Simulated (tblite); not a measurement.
# C2H12N3PSi3: the cost of one run

Programs: PySCF 2.14.0 with density-fitted response routines of our own, and tblite 0.8.0. All values are computed, except where a source is named. Atoms count from 0 throughout.

### 1 The starting structure

21 atoms, charge 0, multiplicity 1; geometry from: MMFF94s geometry.

Bonds of the start (Å): C0–C1 1.36, C0–H10 1.09, C0–H9 1.07, C1–H11 1.07, C1–Si2 1.81, N3–H13 1.02, N3–Si4 1.68, N5–H16 1.01, N5–Si6 1.68, N8–H20 1.02, P7–H18 1.41, P7–H19 1.41, Si2–H12 1.48, Si2–N3 1.68, Si2–N8 1.68, Si4–H14 1.47, Si4–H15 1.47, Si4–N5 1.68, Si6–H17 1.48, Si6–N8 1.68, Si6–P7 2.19.

### 2 GFN2-xTB relaxation, conformer 1

What the job is given:

```
{"job": {"xc": "GFN2-xTB", "basis": "xTB", "kind": "relax"}, "charge": 0, "multiplicity": 1}
C      3.512700    -0.192000     1.007700
C      2.530200    -0.034400     0.086300
Si     0.768600    -0.389500     0.314500
N      0.267300    -1.437300    -0.899300
Si    -1.354400    -1.819000    -0.675300
N     -2.131800    -0.361600    -0.983100
Si    -1.733200     0.734700     0.219600
P     -2.741900     2.620100    -0.244100
N     -0.095100     1.017400    -0.002300
H      4.530000     0.051800     0.764800
H      3.308500    -0.553300     2.013100
H      2.783400     0.324100    -0.892400
H      0.500200    -0.906800     1.678500
H      0.824300    -2.293700    -0.843300
H     -1.637000    -2.377000     0.654000
H     -1.724600    -2.770500    -1.729100
H     -1.773000     0.003000    -1.856600
H     -2.051200     0.277700     1.593700
H     -2.032800     2.909000    -1.425600
H     -1.968400     3.461900     0.583200
H      0.209400     1.752300     0.635300
```

Started as:

```bash
OMP_NUM_THREADS=1 python ens_run.py task.json out
```

The driver reads the study from task.json and runs its stages one after another.

**Question.** How long does this first job take on 1 thread of Intel Xeon Platinum 8259CL at 2.50GHz, shared host?

About 8.9 s.
